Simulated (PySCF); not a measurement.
**SbAs: spin, charge, geometry and surroundings**

How does SbAs answer to another spin, charge, distance or environment?

Method: each script names its method and basis; program: PySCF 2.14.0.

4 further runs of the same task are left out: 2 for a known fault of the program, 2 that didn't finish.

## (1) The system as given

SbAs: 2 atoms, charge 0, spin multiplicity 1.

Bond lengths: Sb1–As2 2.667 Å.

## (2) The base run

Contents of input.py:

```python
from pyscf import gto, scf

mol = gto.M(
    atom='Sb 0 0 0; As 0 0 2.667',
    basis='def2-svp',
    ecp={'Sb': 'def2-svp'},
    charge=0,
    spin=0,
    symmetry=True,
    verbose=4,
)
mf = scf.RHF(mol)
mf.kernel()
mf.dip_moment()
print('orbital energies (hartree):', mf.mo_energy[..., max(0, mol.nelec[1]-3):mol.nelec[0]+3].round(4))
```

On the command line:

```
> OMP_NUM_THREADS=1 python input.py
```

The log of this run is left out.

Base result: E(SCF) = -2473.127050 Eh, 13 cycles, μ = 1.08 D.

The bond length is a typed value, not an optimised one.

## (3) Bond 2.347 Å

Variant 1 changes bond length: 2.667 Å → 2.347 Å.

Contents of input.py:

```python
from pyscf import gto, scf

mol = gto.M(
    atom='Sb 0 0 0; As 0 0 2.347',
    basis='def2-svp',
    ecp={'Sb': 'def2-svp'},
    charge=0,
    spin=0,
    symmetry=True,
    verbose=4,
)
mf = scf.RHF(mol)
mf.kernel()
mf.dip_moment()
print('orbital energies (hartree):', mf.mo_energy[..., max(0, mol.nelec[1]-3):mol.nelec[0]+3].round(4))
```

On the command line:

```
> OMP_NUM_THREADS=1 python input.py
```

## (4) Bond 0.1 Å

Variant 2 changes bond length: 2.667 Å → 0.1 Å.

Changes to input.py since step 2:

```diff
@@ -3,3 +3,3 @@
 mol = gto.M(
-    atom='Sb 0 0 0; As 0 0 2.667',
+    atom='Sb 0 0 0; As 0 0 0.1',
     basis='def2-svp',
```

## (5) Bond 0.3 Å

Variant 3 changes bond length: 2.667 Å → 0.3 Å.

Changes to input.py since step 2:

```diff
@@ -3,3 +3,3 @@
 mol = gto.M(
-    atom='Sb 0 0 0; As 0 0 2.667',
+    atom='Sb 0 0 0; As 0 0 0.3',
     basis='def2-svp',
```

## (6) Charge +1 (doublet, UHF)

Variant 4 changes charge: 0 → 1; spin (2S): 0 → 1; SCF type: RHF → UHF.

Contents of input.py:

```python
from pyscf import gto, scf

mol = gto.M(
    atom='Sb 0 0 0; As 0 0 2.667',
    basis='def2-svp',
    ecp={'Sb': 'def2-svp'},
    charge=1,
    spin=1,
    symmetry=True,
    verbose=4,
)
mf = scf.UHF(mol)
mf.kernel()
mf.dip_moment()
print('orbital energies (hartree):', [e[max(0, n-3):n+3].round(4) for e, n in zip(mf.mo_energy, mol.nelec)])
```

## (7) Charge +2 (UHF)

Variant 5 changes charge: 0 → 2; SCF type: RHF → UHF.

Contents of input.py:

```python
from pyscf import gto, scf

mol = gto.M(
    atom='Sb 0 0 0; As 0 0 2.667',
    basis='def2-svp',
    ecp={'Sb': 'def2-svp'},
    charge=2,
    spin=0,
    symmetry=True,
    verbose=4,
)
mf = scf.UHF(mol)
mf.kernel()
mf.dip_moment()
print('orbital energies (hartree):', [e[max(0, n-3):n+3].round(4) for e, n in zip(mf.mo_energy, mol.nelec)])
```

## (8) Electric field 0.005 a.u.

Variant 6 changes electric field: none → 0.005 a.u.; point-group symmetry: on → off.

Changes to input.py since step 2:

```diff
@@ -8,3 +8,2 @@
     spin=0,
-    symmetry=True,
     verbose=4,
@@ -12,2 +11,7 @@
 mf = scf.RHF(mol)
+field = 0.005  # electric field along z, atomic units
+h = mf.get_hcore() + field*mol.intor('int1e_r')[2]
+mf.get_hcore = lambda *args: h
+e_nuc = mol.energy_nuc() - field*mol.atom_charges() @ mol.atom_coords()[:, 2]
+mf.energy_nuc = lambda *args: e_nuc
 mf.kernel()
```

**Question.** What will these runs give? Wanted: for each run, E(SCF); from base; gap, α spin; SCF dipole.

**Answer**, as computed:

| run | E(SCF) (hartree) | from base (eV) | cycles | gap, α spin (eV) | SCF dipole (D) |
| --- | --- | --- | --- | --- | --- |
| base | -2473.127050 | 0 | 13 | 6.92 | 1.08 |
| bond 2.347 Å | -2473.179884 | -1.4377 | 12 | 8.35 | 1.09 |
| bond 0.1 Å (poor choice) | 455.141889 | +79682.2572 | 10 | 11.79 | 0.06 |
| bond 0.3 Å (poor choice) | -2086.663326 | +10516.2137 | 13 | 10.69 | 0.25 |
| charge +1 (doublet, UHF) | -2472.812703 | +8.5538 | 16 | 7.04 | n/a |
| charge +2 (UHF) | -2472.218362 | +24.7267 | 14 | 4.74 | n/a |
| electric field 0.005 a.u. | -2473.126596 | +0.0124 | 13 | 6.91 | 0.62 |

What this shows: Of the runs whose energies can be compared, “bond 0.1 Å” moves the SCF energy most (+79682.257 eV). At the SCF level, going to the doublet with one electron fewer costs 8.55 eV at fixed geometry, against 7.73 eV for the negative of the highest filled level. With bond 0.1 Å the frontier gap moves by over 1.5 eV, which can mean another electronic state rather than the bond length alone. With bond 0.3 Å the frontier gap moves by over 1.5 eV, which can mean another electronic state rather than the bond length alone. Rows marked «poor choice» come from settings spoiled on purpose.
